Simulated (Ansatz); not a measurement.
# TiAl3: the cost of one run

Method: DFT LDA, scalar-relativistic, plane waves, PAW, in Ansatz 0.2.0.

16 further runs of the same task are left out: 16 set aside as unsound or not needed.

### Step 1. The system as given

Symmetry: I4/mmm, No. 139, tetragonal system. Conventional cell: a = 3.779 Å, b = 3.779 Å, c = 8.484 Å, α = 90.00°, β = 90.00°, γ = 90.00°. Around Ti (site symmetry 4/mmm) lie 12 Al at 2.67 to 2.84 Å. Al (site symmetry 4/mmm) is surrounded by 4 Ti at 2.67 Å and 8 Al at 2.84 Å. Al (site symmetry -4m2) is surrounded by 8 Al at 2.67 to 2.84 Å and 4 Ti at 2.84 Å.

Structure file:

```cif
data_structure
_symmetry_space_group_name_H-M 'I4/mmm'
_symmetry_Int_Tables_number 139
_cell_length_a 3.7787
_cell_length_b 3.7787
_cell_length_c 8.4835
_cell_angle_alpha 90.000
_cell_angle_beta 90.000
_cell_angle_gamma 90.000
_cell_volume 121.13
loop_
_atom_site_label
_atom_site_type_symbol
_atom_site_symmetry_multiplicity
_atom_site_Wyckoff_symbol
_atom_site_fract_x
_atom_site_fract_y
_atom_site_fract_z
_atom_site_occupancy
Ti1 Ti 2 a 0.00000 0.00000 0.00000 1
Al1 Al 2 b 0.50000 0.50000 0.00000 1
Al2 Al 4 d 0.00000 0.50000 0.25000 1
```

It goes back to an entry of the Materials Project, which need not be the stable form.

It is the result of an earlier relaxation at this level (volume 15.14 Å³/atom; gap on the mesh: none (metal)).

### Step 2. Plan of the line

The energy is mapped over volume and the cell's shape.

The axes are (1) volume per atom: 7 values from 12.72 to 17.56 Å³; (2) c/a of the conventional cell: 7 values from 2.072 to 2.433.

Nothing else is relaxed (symmetry fixes all fractional coordinates). Energies count from the relaxed crystal. Points are written as (first, second).

### Step 3. Grid point (12.72 Å³, 2.245)

Input file input.yaml:

```yaml
crystal:
  lattice:
    - [-1.7826752749, 1.7826752749, 4.0022893691]
    - [1.7826752749, -1.7826752749, 4.0022893691]
    - [1.7826752749, 1.7826752749, -4.0022893691]
  atoms:
    - { symbol: Ti, position: [0.0, 0.0, 0.0] }
    - { symbol: Al, position: [0.5, 0.5, 0.0] }
    - { symbol: Al, position: [0.75, 0.25, 0.5] }
    - { symbol: Al, position: [0.25, 0.75, 0.5] }
basis:
  ecutwfc: 520.0
kpoints:
  mp_grid: { grid: [16, 16, 16] }
hamiltonian:
  xc: lda
  pseudopotentials: { kind: paw, azcp: { folder: soft_1 } }
scf:
  occupations: { method: gaussian, width: 0.15 }
output:
  forces: true
  stress: true
  eigenvalues: true
```

Command:

```
> ansatz run input.yaml --threads 2 --pin off --max-ram 4096MiB --backend cpu --events-out ev --progress --plain --runs-dir out
```

Q: Estimate wall time and peak memory on 2 threads of Arm Neoverse N1, shared host.

About 22 s, with a peak of 0.56 GiB.
